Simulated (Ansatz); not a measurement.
# ScCo: the cost of one run

Computed with Ansatz 0.2.0 (DFT r2SCAN, scalar-relativistic, plane waves, PAW, unless a step's input says otherwise).

1 further run of the same task is left out (set aside as unsound or not needed).

## (1) The structure to begin with

Symmetry: Pm-3m, No. 221, cubic system. The conventional cell has a = 3.145 Å, b = 3.145 Å, c = 3.145 Å, α = 90.00°, β = 90.00°, γ = 90.00°. Sc (site symmetry m-3m) has 8 Co at 2.72 Å as nearest neighbours. Co (site symmetry m-3m) has 8 Sc at 2.72 Å as nearest neighbours.

Coordinates:

```xyz
2
Lattice="3.1450 0.0000 0.0000 0.0000 3.1450 0.0000 0.0000 0.0000 3.1450" Properties=species:S:1:pos:R:3 pbc="T T T"
Sc    1.5725    1.5725    1.5725
Co    0.0000    0.0000    0.0000
```

Source of the structure: the Crystallography Open Database.

(A quick probe on a coarse mesh, which set the mesh and smearing, is not shown.)

## (3) The relaxation

The input, input.yaml:

```yaml
crystal:
  lattice:
    - [3.145, 0.0, 0.0]
    - [0.0, 3.145, 0.0]
    - [0.0, 0.0, 3.145]
  atoms:
    - { symbol: Sc, position: [0.5, 0.5, 0.5], spin: -0.45 }
    - { symbol: Co, position: [0.0, 0.0, 0.0], spin: 1.34 }
basis:
  ecutwfc: 500
kpoints:
  mp_grid: { grid: [12, 12, 12] }
hamiltonian:
  xc: r2scan
scf:
  occupations: { method: gaussian, width: 0.1 }
output:
  forces: true
  stress: true
  eigenvalues: true
  populations: true
magnetization:
  spin_polarized: true
relax:
  adjacent_minimum: "off"
  f_tol: 0.02
  max_steps: 70
  cell: { stress_tol: 0.1 }
```

Run with:

```bash
> ansatz run input.yaml --threads 2 --pin off --max-ram 5120MiB --backend cpu --events-out ev --progress --plain --runs-dir out
```

**Question.** How long does this run take on 2 threads of Arm Neoverse V1, shared host, and how much memory does it need?

About 40 s, with a peak of 0.49 GiB.
